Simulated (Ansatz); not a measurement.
## ZrTiS4, space group P-3m1: a scan of the Hubbard U, step by step

Program: Ansatz 0.2.0, Python API.

Notebook, run cell by cell (the value of a cell's last expression is shown):

```python
import ansatz as az
from ase import Atoms
import numpy as np
```

```python
def count_gap(report):
    # lowest empty less highest filled band, counting bands; zero where they overlap
    return max(report.get("gap_by_band_count_ev") or 0.0, 0.0)

atoms = Atoms(
    ["Zr", "Ti", "S", "S", "S", "S"],
    scaled_positions=[
        (0.0, 0.0, 0.5),
        (0.0, 0.0, 0.0),
        (2 / 3, 1 / 3, 0.889757),
        (2 / 3, 1 / 3, 0.376641),
        (1 / 3, 2 / 3, 0.623359),
        (1 / 3, 2 / 3, 0.110243),
    ],
    cell=[
        (3.570544, 0.0, 0.0),
        (-1.785272, 3.092182, 0.0),
        (0.0, 0.0, 12.29576),
    ],
    pbc=True,
)
cell = az.Crystal.from_ase(atoms)
```

```python
setup = cell.calculation()
setup = setup.functional(az.Functional.R2SCAN)
setup = setup.occupations("fixed")
setup = setup.kpoints(6, 6, 2).band_table()
rows = []
for u in [0.0, 2.0, 4.0, 6.0]:
    data = setup.hubbard("Ti", "d", u_eff=u).run(threads=1).report
    shell = data["hubbard"]["n_scf"]
    rows.append((u, count_gap(data), sum(shell) / len(shell), data["n_iterations"]))
for row in rows:
    print("; ".join(f"{name} = {round(v, 4) if isinstance(v, float) else v}" for name, v in zip(["U_eff eV", "gap by band count eV", "Ti d occupation (projector)", "iterations"], row)))
print("eigenvalues of the first occupation matrix at the last U, by spin:")
for channel in data["hubbard"]["n_eig"][0]:
    print("  ", " ".join(f"{n:.3f}" for n in channel))
```

    DeckWarning: basis.ecutwfc = 500 eV, auto-derived from the records' recommended cutoffs: set by Zr (their level for a meta-GGA)
    U_eff eV = 0.0; gap by band count eV = 0.6952; Ti d occupation (projector) = 2.5194; iterations = 11
    U_eff eV = 2.0; gap by band count eV = 0.9488; Ti d occupation (projector) = 2.4205; iterations = 10
    U_eff eV = 4.0; gap by band count eV = 1.0434; Ti d occupation (projector) = 2.3235; iterations = 11
    U_eff eV = 6.0; gap by band count eV = 1.0561; Ti d occupation (projector) = 2.238; iterations = 11
    eigenvalues of the first occupation matrix at the last U, by spin:
       0.078 0.084 0.084 0.436 0.436

From U = 0 to 6 eV the gap on the mesh goes from 0.70 eV to 1.06 eV.

Reading the output:
- Spin is left out of this run.
- Semilocal gaps usually lie well under measured ones.
- With fixed filling the reported Fermi level is the top filled level among the k-points of the SCF.
- A Hubbard U without spin forces both spins into the same orbitals, which can open a gap or pick a state that a spin-polarised run wouldn't.
- This cell is a computed structure, which may not be the phase found in nature.
- Levels are Kohn-Sham eigenvalues on this mesh, without spin-orbit coupling.
- Warnings are shown shortened and without file and line.
- Shell occupations and the effect of U depend on the projectors; a run with no .spin step is spin-unpolarised, and each U may end in a state that isn't the lowest.
- The whole script took 37 s on 1 thread of Arm Neoverse V2, with other jobs on the host, peak memory 0.74 GiB.
